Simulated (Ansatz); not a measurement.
# Cl₂H₂O₂Si₂: basis-set convergence

How large a basis does Cl₂H₂O₂Si₂ need? Two functionals are run in growing sets.

Computed with Ansatz 0.2.0, Gaussian basis. Level: one geometry, several basis sets.

The runs, in order: PBE0-D4/def2-SVP; ωB97M-V/def2-SVP; PBE0-D4/def2-QZVPP; ωB97M-V/def2-QZVPP; the functionals' def2-TZVPP values are taken from earlier runs.

## Step 1: The relaxed structure

The geometry comes from an earlier relaxation with PBE0-D4 in a triple-zeta def2 set; it is a stationary point, not always the lowest conformer.

8 atoms, charge 0, spin multiplicity 1.

Atoms are counted from 1 here; the program's logs count them from 0.

Bond lengths: Cl1–Si2 2.022 Å, Si2–O3 1.666 Å, Si2–O6 1.666 Å, Si2–H7 1.468 Å, O3–Si4 1.666 Å, Si4–Cl5 2.022 Å, Si4–O6 1.666 Å, Si4–H8 1.468 Å. Angles: Cl1–Si2–O3 113.9°, Cl1–Si2–O6 113.9°, Cl1–Si2–H7 108.6°, O3–Si2–O6 90.1°, O3–Si2–H7 114.8°, O6–Si2–H7 114.8°, Si2–O3–Si4 89.9°, O3–Si4–Cl5 113.9°, O3–Si4–O6 90.1°, O3–Si4–H8 114.8° and more.

## Step 2: PBE0-D4 in def2-SVP

The input, in.yaml:

```yaml
crystal:
  periodic: [false, false, false]
  atoms:
    - {symbol: Cl, position_ang: [1.586249, -2.103088, 0.925748]}
    - {symbol: Si, position_ang: [0.927169, -0.204513, 0.705694]}
    - {symbol: O, position_ang: [0.746864, 0.267111, -0.882457]}
    - {symbol: Si, position_ang: [-0.893809, 0.433563, -0.642342]}
    - {symbol: Cl, position_ang: [-2.015003, -0.841195, -1.740207]}
    - {symbol: O, position_ang: [-0.711907, -0.027084, 0.948846]}
    - {symbol: H, position_ang: [1.769785, 0.680612, 1.519091]}
    - {symbol: H, position_ang: [-1.409348, 1.794593, -0.834372]}
basis:
  gaussian: {orbitals: def2-SVP}
hamiltonian: {xc: pbe0, dispersion: d4}
output: {orbitals: {seedname: orbitals}}
```

The run is started by

```console
ansatz run in.yaml --threads 4 --pin off --events-out ev --progress --plain --max-ram 10444MiB
```

After this run come: ωB97M-V in def2-SVP; PBE0-D4 in def2-QZVPP; ωB97M-V in def2-QZVPP.

Before running them: what should the planned runs give, taken together? Wanted: PBE0-D4: double and triple zeta above quadruple; ωB97M-V: double and triple zeta above quadruple.

The runs gave:

| quantity | value |
| --- | --- |
| PBE0-D4: double and triple zeta above quadruple | 21.51, 1.53 eV |
| ωB97M-V: double and triple zeta above quadruple | 21.38, 1.43 eV |

For PBE0-D4 the step from double to triple zeta gains 19.97 eV and the next only 1.53 eV. These are total energies; as a rule much of such shifts cancels in differences, which this series doesn't test. The LUMO of ωB97M-V is positive and keeps falling with the basis (1.94 to 1.12 eV): an unbound level that the basis holds in place.
